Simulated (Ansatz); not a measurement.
# FGeH5SiZn: the cost of one run

Program: Ansatz 0.2.0. Level of theory: RHF/def2-SVP. These are calculated values, not measurements.

## (1) The structure to begin with

Bond lengths: F1–Zn2 2.025 Å, Zn2–Si3 2.474 Å, Si3–Ge4 2.222 Å, Si3–H5 1.475 Å, Si3–H6 1.490 Å, Ge4–H7 1.580 Å, Ge4–H8 1.548 Å, Ge4–H9 1.598 Å. Angles: F1–Zn2–Si3 84.6°, Zn2–Si3–Ge4 103.7°, Zn2–Si3–H5 110.7°, Zn2–Si3–H6 110.3°, Ge4–Si3–H5 111.5°, Ge4–Si3–H6 110.7°, H5–Si3–H6 109.9°, Si3–Ge4–H7 109.4°, Si3–Ge4–H8 110.8°, Si3–Ge4–H9 112.6°, H7–Ge4–H8 107.6°, H7–Ge4–H9 106.6°, H8–Ge4–H9 109.7°.

Structure file:

```xyz
9

F     1.8291   -1.9547   -0.8116
Zn    2.4496   -0.6286    0.5867
Si    0.6526    0.8104   -0.3191
Ge   -1.2131   -0.1654    0.3921
H     0.7126    0.8524   -1.7923
H     0.7678    2.1901    0.2327
H    -2.4628    0.6586   -0.1139
H    -1.3352   -1.5988   -0.1786
H    -1.3123   -0.2103    1.9868
```

## (2) End point A

File input.yaml:

```yaml
crystal:
  periodic: [false, false, false]
  atoms:
    - { symbol: F, position_ang: [1.8291, -1.9547, -0.8116] }
    - { symbol: Zn, position_ang: [2.4496, -0.6286, 0.5867] }
    - { symbol: Si, position_ang: [0.6526, 0.8104, -0.3191] }
    - { symbol: Ge, position_ang: [-1.2131, -0.1654, 0.3921] }
    - { symbol: H, position_ang: [0.7126, 0.8524, -1.7923] }
    - { symbol: H, position_ang: [0.7678, 2.1901, 0.2327] }
    - { symbol: H, position_ang: [-2.4628, 0.6586, -0.1139] }
    - { symbol: H, position_ang: [-1.3352, -1.5988, -0.1786] }
    - { symbol: H, position_ang: [-1.3123, -0.2103, 1.9868] }
basis:
  gaussian: { orbitals: def2-SVP }
hamiltonian:
  xc: hf
relax:
  f_tol: 0.015
  max_steps: 40
output:
  orbitals: {}
```

Launch:

```bash
ansatz run input.yaml --threads 2 --pin off --max-ram 3072MiB --backend cpu --events-out ev --progress --plain --runs-dir out
```

**Question.** How long does this run take on 2 threads of Arm Neoverse V2, shared host, and how much memory does it need?

About 48 s, with a peak of 0.29 GiB.
